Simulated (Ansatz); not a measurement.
# ClFGaO radical: a ladder of functionals and wavefunction methods

Aim: compute ClFGaO radical with functionals from several rungs and with coupled cluster, and see how far each lands from CCSD(T) at the basis-set limit for the atomisation energy.

Computed with Ansatz 0.2.0, Gaussian basis. Level: functionals in def2-TZVPP, the program's frozen cores in correlated methods.

Plan: LDA (SPW92), PBE-D4, revPBE-D4, BLYP-D4, r2SCAN-D4, B97M-V, PBE0-D4, B3LYP-D4, r2SCANh-D4, r2SCAN0-D4, HSE06-D4, BHLYP-D4, CAM-B3LYP-D4, LC-ωPBE, ωB97X-V, ωB97M-V, B2PLYP, PBE-QIDH; CCSD(T)/def2-SVP; CCSD(T)/def2-TZVPP; CCSD(T)/def2-QZVPP; extrapolation to the limit; RPA on PBE.

## (1) The relaxed structure

The geometry comes from an earlier relaxation with PBE0-D4 in a triple-zeta def2 set; it is a stationary point.

SMILES `[O][Ga]([F])[Cl]`, 4 atoms, charge 0, spin multiplicity 2.

Atoms are counted from 1 here; the program's logs count them from 0.

Bond lengths: O1–Ga2 1.793 Å, Ga2–F3 1.733 Å, Ga2–Cl4 2.103 Å. Angles: O1–Ga2–F3 117.5°, O1–Ga2–Cl4 121.6°, F3–Ga2–Cl4 120.9°.

## (2) LDA

This LDA is Slater exchange with PW92 correlation.

in.yaml reads:

```yaml
crystal:
  periodic: [false, false, false]
  atoms:
    - {symbol: O, position_ang: [1.055109, 0.744217, 1.281584]}
    - {symbol: Ga, position_ang: [0.060123, -0.057534, 0.024486]}
    - {symbol: F, position_ang: [0.362160, -1.735334, -0.287452]}
    - {symbol: Cl, position_ang: [-1.421791, 0.988451, -1.038918]}
basis:
  gaussian: {orbitals: def2-TZVPP}
magnetization: {spin_polarized: true, initial_magnetization: 1}
hamiltonian: {xc: lda}
output: {orbitals: {seedname: orbitals}}
```

Started as:

```sh
$ ansatz run in.yaml --threads 2 --pin off --events-out ev --progress --plain --max-ram 32768MiB --backend cpu
```

After this run come: PBE-D4 (GGA); revPBE-D4 (GGA); BLYP-D4 (GGA); r2SCAN-D4 (meta-GGA); B97M-V (meta-GGA); B3LYP-D4 (hybrid); r2SCANh-D4 (hybrid); r2SCAN0-D4 (hybrid); HSE06-D4 (hybrid); BHLYP-D4 (hybrid); CAM-B3LYP-D4 (range-separated); LC-ωPBE (range-separated); ωB97X-V (range-separated); ωB97M-V (range-separated); B2PLYP (double hybrid); PBE-QIDH (double hybrid); CCSD(T) in def2-SVP; CCSD(T) in def2-TZVPP; CCSD(T) in def2-QZVPP; RPA on PBE orbitals.

**Question.** What will the summary of the whole plan be? Wanted: atomisation energy, CCSD(T)/CBS; farthest beyond LDA; mean size of error, GGA; mean size of error, meta-GGA; mean size of error, hybrid; mean size of error, range-separated; mean size of error, double hybrid; gap, smallest and largest; T1 diagnostic.

The runs gave:

| quantity | value |
| --- | --- |
| atomisation energy, CCSD(T)/CBS | 1148.3 kJ/mol |
| functionals within 11.5 kJ/mol (1.0 %) | r2SCANh-D4, CAM-B3LYP-D4, LC-ωPBE, ωB97X-V, ωB97M-V, PBE-QIDH |
| farthest beyond LDA | BHLYP-D4 (-89.6 kJ/mol) |
| mean size of error, GGA | 22.6 kJ/mol |
| mean size of error, meta-GGA | 19.7 kJ/mol |
| mean size of error, hybrid | 30.2 kJ/mol |
| mean size of error, range-separated | 10.4 kJ/mol |
| mean size of error, double hybrid | 14.8 kJ/mol |
| gap, smallest and largest | 0.38 eV (LDA (SPW92)), 10.38 eV (LC-ωPBE) |
| T1 diagnostic | 0.0144 |
| triples share of the correlation energy | 3.5 % |

**Reading.** LDA overbinds by 223.5 kJ/mol (19 %). PBE-D4 misses by +35.4 kJ/mol. Double hybrids carry the basis error of their MP2 part in triple zeta, and no dispersion term here, so their miss is partly the set-up's. By mean error the best rung here is range-separated (10.4 kJ/mol) and the worst beyond LDA is hybrid (30.2 kJ/mol). The gap between the best rungs is small, so their order is not settled. The mean of the hybrids holds BHLYP, with half exact exchange. RPA and LDA stand outside this count. Misses under about 11.5 kJ/mol are within the doubt on the reference itself, which lacks core-valence correlation, relativity and higher excitations, and its outer-core shells are covered unevenly. Hartree-Fock recovers 67 % of the binding; the rest is correlation. CCSD(T) in def2-SVP is off by -87.3 kJ/mol, worse than the median functional, from the basis alone. Orbital gaps span 0.4 to 10.4 eV; exact exchange widens them. Correlated methods include outer-core shells of Ga, which these sets cover unevenly.
